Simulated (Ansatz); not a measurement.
**C₃H₄F₄: a ladder of functionals and wavefunction methods**

How much do the methods differ for C₃H₄F₄? The plan is to run it at one geometry with functionals of several rungs and with coupled cluster. The yardstick is the atomisation energy at the CCSD(T) limit.

Method: functionals in def2-TZVPP, the program's frozen cores in correlated methods; program: Ansatz 0.2.0, Gaussian basis.

The runs, in order: LDA (SPW92), PBE-D4, revPBE-D4, BLYP-D4, r2SCAN-D4, B97M-V, PBE0-D4, B3LYP-D4, r2SCANh-D4, r2SCAN0-D4, HSE06-D4, BHLYP-D4, CAM-B3LYP-D4, LC-ωPBE, ωB97X-V, ωB97M-V, B2PLYP, PBE-QIDH; CCSD(T)/def2-SVP; CCSD(T)/def2-TZVPP; MP2/def2-QZVPP; extrapolation to the limit; RPA on PBE.

### Step 1. The relaxed structure

An earlier PBE0-D4 in a triple-zeta def2 set relaxation fixed the geometry.

SMILES `FCCC(F)(F)F`, 11 atoms, charge 0, spin multiplicity 1.

Atoms are counted from 1 here; the program's logs count them from 0.

Bond lengths: F1–C2 1.380 Å, C2–C3 1.513 Å, C2–H8 1.093 Å, C2–H9 1.093 Å, C3–C4 1.504 Å, C3–H10 1.092 Å, C3–H11 1.092 Å, C4–F5 1.337 Å, C4–F6 1.342 Å, C4–F7 1.342 Å. Angles: F1–C2–C3 108.5°, F1–C2–H8 108.1°, F1–C2–H9 108.1°, C3–C2–H8 111.4°, C3–C2–H9 111.4°, H8–C2–H9 109.2°, C2–C3–C4 112.6°, C2–C3–H10 110.2°, C2–C3–H11 110.1°, C4–C3–H10 107.8°, C4–C3–H11 107.8°, H10–C3–H11 108.3°, C3–C4–F5 111.3°, C3–C4–F6 111.9°, C3–C4–F7 111.9°, F5–C4–F6 107.3°, F5–C4–F7 107.3°, F6–C4–F7 107.0°.

### Step 2. LDA

This LDA is Slater exchange with PW92 correlation.

Input file in.yaml:

```yaml
crystal:
  periodic: [false, false, false]
  atoms:
    - {symbol: F, position_ang: [0.627336, -2.145040, 0.975437]}
    - {symbol: C, position_ang: [0.318281, -0.800607, 0.961388]}
    - {symbol: C, position_ang: [0.027221, -0.389206, -0.465339]}
    - {symbol: C, position_ang: [-0.317994, 1.069277, -0.587289]}
    - {symbol: F, position_ang: [-0.572579, 1.404064, -1.856452]}
    - {symbol: F, position_ang: [-1.403415, 1.387886, 0.134137]}
    - {symbol: F, position_ang: [0.681028, 1.856519, -0.160383]}
    - {symbol: H, position_ang: [-0.550069, -0.644823, 1.606172]}
    - {symbol: H, position_ang: [1.170944, -0.251613, 1.368404]}
    - {symbol: H, position_ang: [-0.813004, -0.964411, -0.858904]}
    - {symbol: H, position_ang: [0.897553, -0.579146, -1.096371]}
basis:
  gaussian: {orbitals: def2-TZVPP}
hamiltonian: {xc: lda}
output: {orbitals: {seedname: orbitals}}
```

Command:

```bash
$ ansatz run in.yaml --threads 4 --pin off --events-out ev --progress --plain --max-ram 11315MiB
```

After this run come: PBE-D4 (GGA); revPBE-D4 (GGA); BLYP-D4 (GGA); r2SCAN-D4 (meta-GGA); B97M-V (meta-GGA); PBE0-D4 (hybrid); B3LYP-D4 (hybrid); r2SCANh-D4 (hybrid); r2SCAN0-D4 (hybrid); HSE06-D4 (hybrid); BHLYP-D4 (hybrid); CAM-B3LYP-D4 (range-separated); LC-ωPBE (range-separated); ωB97X-V (range-separated); ωB97M-V (range-separated); B2PLYP (double hybrid); PBE-QIDH (double hybrid); CCSD(T) in def2-SVP; CCSD(T) in def2-TZVPP; MP2 in def2-QZVPP; RPA on PBE orbitals.

**Question.** What will the summary of the whole plan be? Wanted: atomisation energy, CCSD(T)/CBS; farthest beyond LDA; mean size of error, GGA; mean size of error, meta-GGA; mean size of error, hybrid; mean size of error, range-separated; mean size of error, double hybrid; gap, smallest and largest; T1 diagnostic.

**Answer**, as computed:

```
                               quantity                                                                         value
        atomisation energy, CCSD(T)/CBS                                                                     45.960 eV
    functionals within 0.230 eV (0.5 %)  revPBE-D4, BLYP-D4, B97M-V, B3LYP-D4, r2SCANh-D4, ωB97X-V, ωB97M-V, PBE-QIDH
                    farthest beyond LDA                                                          BHLYP-D4 (-2.127 eV)
                mean size of error, GGA                                                                      0.608 eV
           mean size of error, meta-GGA                                                                      0.154 eV
             mean size of error, hybrid                                                                      0.671 eV
    mean size of error, range-separated                                                                      0.284 eV
      mean size of error, double hybrid                                                                      0.324 eV
              gap, smallest and largest                                     8.64 eV (LDA (SPW92)), 16.28 eV (LC-ωPBE)
                          T1 diagnostic                                                                        0.0113
triples share of the correlation energy                                                                         3.2 %
```

**Reading.** The LDA atomisation energy is off by 8.673 eV (19 %): it overbinds. PBE-D4 misses by +1.702 eV. Double hybrids carry the basis error of their MP2 part in triple zeta, and no dispersion term here, so their miss is partly the set-up's. By mean error the best rung here is meta-GGA (0.154 eV) and the worst beyond LDA is hybrid (0.671 eV). GGA functionals lie within the reference's doubt of that worst mean (0.608 eV), so those two tie. The mean of the hybrids holds BHLYP, with half exact exchange. Misses under about 0.230 eV are within the doubt on the reference itself, which lacks core-valence correlation, relativity and higher excitations. Hartree-Fock recovers 71 % of the binding; the rest is correlation. CCSD(T) in def2-SVP is off by -1.964 eV, so the small basis spoils what the method gains. Orbital gaps span 8.6 to 16.3 eV; exact exchange widens them.
